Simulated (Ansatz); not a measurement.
## CoNiO2 under changes of volume

One of the cells (9.591 Å³/atom); the others are scaled copies at fixed shape and fractional positions:

```
Ni Co O
1.0
     3.01433    0.00000    0.00000
     0.00000    3.01433    0.00000
     0.00000    0.00000    4.22229
Ni Co O
1 1 2
Direct
  0.00000 0.00000 0.00000
  0.50000 0.50000 0.50000
  0.00000 0.00000 0.50000
  0.50000 0.50000 0.00000
```

The cell comes from a database or a generator and needn't be the stable form of this composition.

- Program: Ansatz 0.2.0
- Functional: PBEsol
- Potentials or basis: Ansatz PAW
- Cutoff: 420 eV (not typed: the program's choice for these potentials)
- k mesh: 9 × 9 × 6
- Occupations: fermi-dirac, width 0.05 eV
- Spin: collinear spin, ferromagnetic start
- Starting moments: [1.0, 2.0, 0.0, 0.0] μB

```tsv
volume (Å³/atom)	energy over the lowest point (meV/atom)	pressure (GPa)	moment (μB per cell)
9.016	0.00	-4.8	3.47
9.207	8.01	-7.7	3.72
9.399	18.21	-9.1	4.42
9.591	?	?	?
9.783	46.60	-14.6	4.63
9.975	65.76	-17.0	4.72
10.167	87.52	-19.1	4.80
```

**Question.** What does the run at 9.591 Å³/atom give?

**Answer.** Energy over the lowest point 30.67 meV/atom; pressure -11.9 GPa; moment 4.55 μB per cell.

Worked out: A Birch-Murnaghan fit of order 3 (a polynomial in V^(-2/3)) to the other rows has no minimum within the range. It gives 31.04 meV/atom at 9.591 Å³/atom, against the run's 30.67, and -dE/dV = -11.9 GPa, against -11.9. A parabola through the other rows of the moment, of slope 1.15 μB per Å³/atom there, gives 4.51 μB, against the run's 4.55.

Energies are extrapolated to zero smearing.

Caveats: the PAW data sets come from PBE, with cores solved anew for the run's functional, which leaves a small shift of forces and pressure.
